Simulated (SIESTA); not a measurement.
Input of a SIESTA 5.4.2 run:

Contents of Te2Mo3WS6.fdf:

```
SystemName                      Te2Mo3WS6
SystemLabel                     Te2Mo3WS6
NumberOfSpecies                 4
NumberOfAtoms                   12
%block ChemicalSpeciesLabel
  1  74 W
  2  52 Te
  3  42 Mo
  4  16 S
%endblock ChemicalSpeciesLabel

LatticeConstant                 1.0 Ang
%block LatticeVectors
     3.2723184181     0.0000000000     0.0000000000
    -1.6361592090     2.8339108793     0.0000000000
     0.0000000000     0.0000000000    39.0505600000
%endblock LatticeVectors
AtomicCoordinatesFormat         Fractional
%block AtomicCoordinatesAndAtomicSpecies
     0.3333333333     0.6666666667     0.4706680000  1  W
     0.3333333333     0.6666666667     0.2322110000  2  Te
     0.3333333333     0.6666666667     0.3311270000  2  Te
     0.6666666667     0.3333333333     0.6576260000  3  Mo
     0.6666666667     0.3333333333     0.2816880000  3  Mo
     0.3333333333     0.6666666667     0.0929380000  3  Mo
     0.3333333333     0.6666666667     0.6181910000  4  S
     0.6666666667     0.3333333333     0.5102390000  4  S
     0.6666666667     0.3333333333     0.1323620000  4  S
     0.6666666667     0.3333333333     0.4310740000  4  S
     0.6666666667     0.3333333333     0.0535510000  4  S
     0.3333333333     0.6666666667     0.6970730000  4  S
%endblock AtomicCoordinatesAndAtomicSpecies

%block kgrid.MonkhorstPack
    9   0   0  0.0
    0   9   0  0.0
    0   0   1  0.0
%endblock kgrid.MonkhorstPack
XC.Functional                   GGA
XC.Authors                      PBEsol
PAO.BasisSize                   DZP
PAO.EnergyShift                 0.003 Ry
Mesh.Cutoff                     800 Ry
OccupationFunction              FD
ElectronicTemperature           0.05 eV
MaxSCFIterations                120
SCF.MustConverge                false
SCF.Mixer.Method                Pulay
SCF.Mixer.Weight                0.25
SCF.Mixer.History               8
SCF.DM.Tolerance                5.0e-05
SCF.H.Tolerance                 1.0e-03 eV
WriteForces                     true
Charge.Mulliken                 end
BandLinesScale                  ReciprocalLatticeVectors
%block BandLines
    1    0.000000   0.000000   0.000000  \Gamma
   14    0.500000   0.000000   0.000000  M
    8    0.333333   0.333333   0.000000  K
   16    0.000000   0.000000   0.000000  \Gamma
    2    0.000000   0.000000   0.500000  A
   14    0.500000   0.000000   0.500000  L
    8    0.333333   0.333333   0.500000  H
   16    0.000000   0.000000   0.500000  A
    1    0.500000   0.000000   0.500000  L
    2    0.500000   0.000000   0.000000  M
    1    0.333333   0.333333   0.000000  K
    2    0.333333   0.333333   0.500000  H
%endblock BandLines
%block PAO.Basis
  W 5
  n=5 0 2
    3.045 0.000
  n=6 0 2
    7.595 0.000
  n=5 1 2
    3.655 0.000
  n=6 1 1
    7.595
  n=5 2 2
    6.615 0.000
  Te 4
  n=5 0 2
    5.613 0.000
  n=5 1 2
    7.253 0.000
  n=4 2 2
    3.260 0.000
  n=5 2 1
    7.253
  Mo 5
  n=4 0 2
    3.234 0.000
  n=5 0 2
    8.897 0.000
  n=4 1 2
    3.729 0.000
  n=5 1 1
    8.897
  n=4 2 2
    6.735 0.000
%endblock PAO.Basis
```

Potentials or basis: PseudoDojo 0.4 standard (PBEsol files), DZP (energy shift 0.003 Ry; two zetas on semicore shells).

Run with:

```console
$ siesta Te2Mo3WS6.fdf > Te2Mo3WS6.out 2>&1
```

Problem. What does it give for the band gap along the path?

Solution. 0.06 eV, indirect (least direct gap 0.54 eV).

Problem. What does it give for the largest force?

Solution. 0.103 eV/Å.

Problem. Estimate the band gap on the k mesh.

Solution. 0.08 eV, indirect (least direct gap 0.54 eV).

Levels at the corners of the path, in eV from the valence-band top:
| point | band 58 | band 59 | band 60 | band 61 | band 62 | band 63 | band 64 | band 65 | band 66 | band 67 |
| --- | --- | --- | --- | --- | --- | --- | --- | --- | --- | --- |
| Γ | -1.07 | -0.96 | -0.86 | -0.77 | -0.77 | 1.38 | 1.38 | 1.46 | 1.46 | 1.47 |
| M | -2.19 | -1.87 | -1.78 | -1.44 | 0.00 | 0.64 | 0.71 | 1.11 | 1.14 | 1.23 |
| K | -2.68 | -1.40 | -1.39 | -1.31 | -0.48 | 0.06 | 0.12 | 0.13 | 0.75 | 1.26 |
| Γ | -1.07 | -0.96 | -0.86 | -0.77 | -0.77 | 1.38 | 1.38 | 1.46 | 1.46 | 1.47 |
| A | -1.07 | -0.96 | -0.86 | -0.77 | -0.77 | 1.38 | 1.38 | 1.46 | 1.46 | 1.47 |
| L | -2.19 | -1.87 | -1.78 | -1.44 | 0.00 | 0.64 | 0.71 | 1.11 | 1.14 | 1.23 |
| H | -2.68 | -1.40 | -1.39 | -1.31 | -0.48 | 0.06 | 0.12 | 0.13 | 0.75 | 1.26 |
| A | -1.07 | -0.96 | -0.86 | -0.77 | -0.77 | 1.38 | 1.38 | 1.46 | 1.46 | 1.47 |
| L | -2.19 | -1.87 | -1.78 | -1.44 | 0.00 | 0.64 | 0.71 | 1.11 | 1.14 | 1.23 |
| M | -2.19 | -1.87 | -1.78 | -1.44 | 0.00 | 0.64 | 0.71 | 1.11 | 1.14 | 1.23 |
| K | -2.68 | -1.40 | -1.39 | -1.31 | -0.48 | 0.06 | 0.12 | 0.13 | 0.75 | 1.26 |
| H | -2.68 | -1.40 | -1.39 | -1.31 | -0.48 | 0.06 | 0.12 | 0.13 | 0.75 | 1.26 |

Caveat: spin-orbit coupling is left out, which moves the levels of the heavy elements; the basis of atomic orbitals isn't converged, which shifts pressures, moduli and gaps. As with any semilocal functional, this PBEsol gap is likely too small.
